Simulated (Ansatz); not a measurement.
Write a Python script for Ansatz 0.2.0, Python API that makes a single point in a Gaussian basis of AlFGeH₄Sn, SMILES [F][SnH]1[AlH][GeH2]1. Settings: PBE0, def2-SVP basis, multiplicity 1.

```yaml
atoms:
  - { symbol: F, position_ang: [-2.1402, 1.6769, -0.6421] }
  - { symbol: Sn, position_ang: [-0.4026, 1.0118, -0.9213] }
  - { symbol: Al, position_ang: [0.7866, 0.3865, 1.3919] }
  - { symbol: Ge, position_ang: [-0.0222, -1.3502, -0.0792] }
  - { symbol: H, position_ang: [0.6170, 1.6075, -2.2332] }
  - { symbol: H, position_ang: [1.5689, 0.8351, 2.7460] }
  - { symbol: H, position_ang: [1.0173, -2.1970, -0.7920] }
  - { symbol: H, position_ang: [-1.3326, -2.0277, 0.4742] }
```

`energy_alfgeh4sn.py`:
```python
"""Single point of AlFGeH4Sn in a Gaussian basis."""

import ansatz as az
from ase import Atoms
import numpy as np

SETTINGS = {
    "basis": "def2-SVP",
    "functional": "pbe0",
}


def main() -> None:
    atoms = Atoms(["F", "Sn", "Al", "Ge", "H", "H", "H", "H"], positions=[
        (-2.1402, 1.6769, -0.6421),
        (-0.4026, 1.0118, -0.9213),
        (0.7866, 0.3865, 1.3919),
        (-0.0222, -1.3502, -0.0792),
        (0.617, 1.6075, -2.2332),
        (1.5689, 0.8351, 2.746),
        (1.0173, -2.197, -0.792),
        (-1.3326, -2.0277, 0.4742),
    ])
    geometry = az.Crystal.molecule_from_ase(atoms)

    setup = (
        geometry.calculation()
        .basis(gaussian=SETTINGS["basis"])
        .functional(SETTINGS["functional"])
        .forces()
    )
    print(setup.to_yaml())
    trace = []
    done = setup.session().plan().execute(on_event=trace.append)
    r = done.report
    for event in trace:
        if event["event"] == "mean_field_evaluation" and event["data"]["evaluation"] <= 25:
            print("pass {evaluation:3d}  E = {energy_ev:.6f} eV  gradient {gradient_ev:.1e}".format(**event["data"]))

    for key in ("converged", "free_energy_ev", "reference_energy_ev", "n_frozen", "n_occupied", "n_virtual"):
        print(f"{key:22s} {r[key]}")

    symbols = [site.symbol for site in geometry.cartesian_sites]
    forces = np.array(r["forces_ev_ang"])
    print("largest force", round(float(np.linalg.norm(forces, axis=1).max()), 4), "eV/A, rms", round(float(np.sqrt((forces ** 2).mean())), 4))

    charges = r["charge_distribution"]
    dipole = np.array(charges["dipole_moment_e_ang"]) * 4.803205
    print("dipole (D): {:.3f} {:.3f} {:.3f}, length {:.3f}".format(*dipole, np.linalg.norm(dipole)))
    print("atom  Mulliken   Lowdin")
    for symbol, m, l in zip(symbols, charges["mulliken_charges_e"], charges["lowdin_charges_e"]):
        print(f"{symbol:4s} {m:9.3f} {l:8.3f}")


if __name__ == "__main__":
    main()
```

`python energy_alfgeh4sn.py` gives:
```text
crystal:
  periodic: [false, false, false]
  atoms:
    - { symbol: F, position_ang: [-2.1402, 1.6769, -0.6421] }
    - { symbol: Sn, position_ang: [-0.4026, 1.0118, -0.9213] }
    - { symbol: Al, position_ang: [0.7866, 0.3865, 1.3919] }
    - { symbol: Ge, position_ang: [-0.0222, -1.3502, -0.0792] }
    - { symbol: H, position_ang: [0.617, 1.6075, -2.2332] }
    - { symbol: H, position_ang: [1.5689, 0.8351, 2.746] }
    - { symbol: H, position_ang: [1.0173, -2.197, -0.792] }
    - { symbol: H, position_ang: [-1.3326, -2.0277, 0.4742] }
basis:
  gaussian:
    orbitals: def2-SVP
hamiltonian:
  xc: pbe0
output:
  forces: true

pass   1  E = -71701.158455 eV  gradient 3.6e+01
pass   2  E = -71694.652453 eV  gradient 7.3e+01
pass   3  E = -71703.432788 eV  gradient 5.4e+00
pass   4  E = -71703.506629 eV  gradient 1.7e+00
pass   5  E = -71703.515126 eV  gradient 6.6e-01
pass   6  E = -71703.514716 eV  gradient 6.6e-01
pass   7  E = -71703.570406 eV  gradient 6.7e-01
pass   8  E = -71703.571654 eV  gradient 1.8e-01
pass   9  E = -71703.571717 eV  gradient 6.1e-02
pass  10  E = -71703.571728 eV  gradient 1.2e-02
pass  11  E = -71703.571729 eV  gradient 1.2e-02
pass  12  E = -71703.571730 eV  gradient 3.7e-03
pass  13  E = -71703.571730 eV  gradient 1.0e-03
pass  14  E = -71703.571730 eV  gradient 1.0e-03
pass  15  E = -71703.571730 eV  gradient 3.2e-04
pass  16  E = -71703.571730 eV  gradient 1.5e-04
pass  17  E = -71703.571730 eV  gradient 1.5e-04
pass  18  E = -71703.571730 eV  gradient 5.1e-05
pass  19  E = -71703.571730 eV  gradient 8.1e-06
pass  20  E = -71703.571730 eV  gradient 8.1e-06
converged              True
free_energy_ev         -71703.57176388882
reference_energy_ev    -71703.57176388882
n_frozen               0
n_occupied             [40, 40]
n_virtual              [70, 70]
largest force 2.7206 eV/A, rms 0.8376
dipole (D): 1.976 -1.248 0.106, length 2.340
atom  Mulliken   Lowdin
F       -0.431   -0.144
Sn       0.480    0.185
Al       0.346    0.232
Ge      -0.175   -0.087
H       -0.083   -0.065
H       -0.110   -0.099
H       -0.021   -0.021
H       -0.006    0.000
```

What to keep in mind:
- Total energies depend on the basis set; only differences at equal settings carry meaning.
- The geometry is a force-field or estimated start, not a minimum of this method, and the basis set is short of its limit.
- def2 sets replace the cores of elements past krypton by effective core potentials.
- The Löwdin charges here are taken after orthogonalising the functions within each atom; they differ from plain Löwdin charges, and their signs can be unphysical.
- Early passes use coarser integrals and grids, so their energies can't be compared with the last.
- Wall time of the script: 8.2 s on 1 thread of Arm Neoverse V1 (shared host), peak memory 0.34 GiB.

(Lines on the test bed's own set-up are left out of the output.)
